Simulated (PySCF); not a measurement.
**InPb: bond curves at several levels of theory**

One table from this session's results is given with a row withheld; the runs are named, their logs left out.

The runs use PySCF 2.14.0; In def2-SVP with ECP28, Pb def2-SVP with ECP60, scalar-relativistic core potentials.

Set-up of the first run:

Settings of the job:

```
atoms                         : In, Pb
charge                        : 0
basis                         : In def2-SVP with ECP28, Pb def2-SVP with ECP60
Hamiltonian                   : scalar-relativistic core potentials
basis functions               : 52
electrons treated             : 43
masses in u                   : 114.9039, 207.9766
levels                        : PBE0, PBE, r²SCAN, PBEsol, MN15, B3LYP, HF, MP2, SCS-MP2, CCSD, CCSD(T)
grid                          : 80 radial by 434 angular points
occupations                   : held fixed by the projection of orbital angular momentum
dissociation limit            : In + Pb, each in its ground configuration
starting distance in angstrom : 2.785
values of 2S to try           : 1, 3
```

Command:

```bash
$ OMP_NUM_THREADS=1 python dia.py task.json out
```

Steps of the session up to this table: The job; PBE0 along the bond; Other states along the same grid; PBE; r²SCAN (meta-GGA); PBEsol (GGA); MN15; B3LYP; UHF; Adding correlation.

One table of the session follows, with a row left open; its other results are not shown here.

| level | Re (Å) | ωe (cm⁻¹) | De (eV) |
| --- | --- | --- | --- |
| UHF | 2.991 | 116.0 | 1.12 |
| UHF-MP2 | ? | ? | ? |
| UHF-SCS-MP2 | 2.916 | 130.9 | 1.51 |
| UHF-CCSD | 2.936 | 128.6 | 1.61 |
| UHF-CCSD(T) | 2.932 | 129.5 | 1.70 |
| PBE | 2.944 | 121.5 | 2.05 |
| PBEsol | 2.898 | 128.4 | 2.24 |
| r²SCAN | 2.906 | 128.0 | 2.05 |
| B3LYP | 2.953 | 120.7 | 1.78 |
| PBE0 | 2.907 | 128.8 | 1.92 |
| MN15 | 2.888 | 134.1 | 2.03 |

Estimate the missing values for UHF-MP2.

The run gave: Re (Å): 2.903; ωe (cm⁻¹): 134.6; De (eV): 1.72. In the column «Re (Å)» it lies between PBEsol (2.898) and r²SCAN (2.906).
